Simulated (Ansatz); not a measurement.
Run this with Ansatz 0.2.0 through its Python package and show what comes out.

`baalge_restart.py`:
```python
"""Two stages for BaAlGe: converge the density, then read it back for bands."""

import argparse
import logging
import sys

import ansatz as az
from ase import Atoms

logging.basicConfig(stream=sys.stdout, format="%(levelname)s %(message)s")
logger = logging.getLogger("run")
logger.setLevel(logging.INFO)

atoms = Atoms(
    ["Ba", "Al", "Ge"],
    scaled_positions=[
        [0.0, 0.0, 0.0],
        [2 / 3, 1 / 3, 0.5],
        [1 / 3, 2 / 3, 0.5],
    ],
    cell=[
        [4.352617, 0.0, 0.0],
        [-2.176308, 3.769477, 0.0],
        [0.0, 0.0, 5.227767],
    ],
    pbc=True,
)
structure = az.Crystal.from_ase(atoms)

parser = argparse.ArgumentParser()
parser.add_argument("stage", choices=["scf", "bands"])
stage = parser.parse_args().stage
calc = (
    structure.calculation()
    .functional(az.Functional.R2SCAN)
    .kpoints(mesh=(6, 6, 5))
    .occupations("fermi_dirac", width=150 * az.meV)
)
if stage == "scf":
    rep = calc.checkpoint(write="baalge.run").run().report
    logger.info(f"F = {rep['free_energy_ev']:.5f} eV after {rep['n_iterations']} iterations, saved")
else:
    points = {"G": (0.0, 0.0, 0.0), "M": (0.5, 0.0, 0.0), "K": (0.33333, 0.33333, 0.0), "A": (0.0, 0.0, 0.5)}
    out = calc.checkpoint(read="baalge.run", post_process_only=True).band_structure(list(points.values()), intervals=1).run()
    bands = out.band_structure()
    for label, levels in zip(points, bands.channels[0].eigenvalues_ev - bands.fermi_energy_ev):
        print(f"{label:3s}", " ".join(f"{e:7.3f}" for e in levels if abs(e) < 6))
```

Running `python baalge_restart.py scf` prints:
```text
DeckWarning: basis.ecutwfc = 500 eV, auto-derived from the records' recommended cutoffs: set by Ba (their level for a meta-GGA)
INFO F = -10809.54453 eV after 8 iterations, saved
```
(Warnings from the package without file and line.)

`python baalge_restart.py bands` gives:
```text
DeckWarning: basis.ecutwfc = 500 eV, auto-derived from the records' recommended cutoffs: set by Ba (their level for a meta-GGA)
G    -1.749  -1.267  -1.267  -0.462   0.528   2.869   2.869   4.107
M    -5.961  -2.098  -1.930  -0.427   1.200   2.493   2.976   4.017
K    -5.662  -4.004  -1.437  -0.478   1.905   2.523   3.649   5.789
A    -3.686  -1.029  -1.029   0.742   1.715   1.715   2.266   2.439
```
(Warnings from the package without file and line.)

Reading the output:
- Total energies depend on the potentials; only differences at equal settings carry meaning. A total without «per atom» is that of the cell as typed.
- The computed bands are complete only to about 2.6 eV above the Fermi level.
- The mesh is modest for a metal, so energies can be off by several to tens of meV an atom and pressures by half a GPa or more; differences at equal mesh fare better.
- A Fermi-Dirac width this large means warm electrons, whose thermal share enters the free energy.
- This cell is a computed structure, which may not be the phase found in nature.
- Gaps and levels are Kohn-Sham values on a finite set of k-points, without spin-orbit coupling.
- Run time: 8.4 s on 1 thread of Intel(R) Xeon(R) 6975P-C (Granite Rapids), with other jobs on the host, peak memory 0.53 GiB.

(Lines on the test bed's own set-up are left out of the output.)
